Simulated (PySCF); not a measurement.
# C4N2S (Cyanoethynyl Isothiocyanate): the cost of one run

Programs: PySCF 2.14.0, with density-fitted response routines of our own. Each step states its level of theory. These are calculated values for one molecule in the gas phase, unless marked as measured. Atoms are numbered from 0 throughout.

## (1) The starting structure

7 atoms, charge 0, multiplicity 1; geometry from: GFN2-xTB. The atoms were then displaced at random by about 0.01 Å, so the start is not that level's minimum.

Bonds of the start (Å): N0–C1 1.17, C1–C2 1.36, C2–C3 1.18, C3–N4 1.30, N4–C5 1.21, C5–S6 1.54.

## (2) Optimising the geometry at PBE0-D3(BJ)/def2-SVP

Job settings and geometry (Å):

```
{"job": {"xc": "PBE0", "basis": "def2-SVP", "d3": "d3bj", "grid": 1, "shake": 0.01, "kind": "geom"}, "charge": 0, "multiplicity": 1}
N      3.286960    -0.696660    -1.574960
C      2.258700    -0.504550    -1.040210
C      1.068540    -0.307080    -0.408940
C      0.058310    -0.069100     0.143420
N     -1.079290     0.067600     0.753290
C     -2.111140     0.529060     1.174660
S     -3.448130     0.951630     1.802420
```

Started as:

```sh
OMP_NUM_THREADS=1 python probes_run.py task.json out
```

The driver reads the jobs from task.json and runs them one after another.

**Question.** How long does this first job take on 1 thread of Arm Neoverse V1, shared host, and how much memory does it need?

About 39 s, with a peak of 0.4 GiB.
